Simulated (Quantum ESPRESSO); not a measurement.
# NbTe: zone-centre phonons under several settings

```xyz
2
Lattice="3.4257 0.0000 0.0000 0.0000 3.4257 0.0000 0.0000 0.0000 3.4257" Properties=species:S:1:pos:R:3 pbc="T T T"
Nb    1.7128    1.7128    1.7128
Te    0.0000    0.0000    0.0000
```

The cell was built by a generator and needn't be a form met in nature.

All runs used Quantum ESPRESSO 7.5; potentials GBRV 1.5 PBEsol; k mesh 8 × 8 × 8; no spin polarisation; cutoff 612 eV; occupations cold, width 0.2 eV.

```csv
level,geometry,volume (Å³/atom),pressure (GPa),lowest optical mode without the field (cm⁻¹)
PBEsol,relaxed at 0 GPa,19.50,0.0,147
PBEsol,relaxed at 10 GPa,18.40,10.0,175
PBEsol,relaxed at 25 GPa,17.21,24.9,207
PBEsol,relaxed at 50 GPa,15.86,49.9,248
PBEsol,relaxed at 80 GPa,?,79.8,?
```

Q: What stands in the row left open?

A: Volume 14.74 Å³/atom; lowest optical mode without the field 286 cm⁻¹.

Caveats: the mesh is thin for the phonons of a metal; the cell is more than 3 GPa from zero pressure, which shifts response properties (some runs); the volume moved by over 15 % at a fixed basis, so the end points are rough (some runs).

For the row left open. Caveat: the mesh is thin for the phonons of a metal; the volume moved by over 15 % at a fixed basis, so the end points are rough; the cell is more than 3 GPa from zero pressure, which shifts response properties.
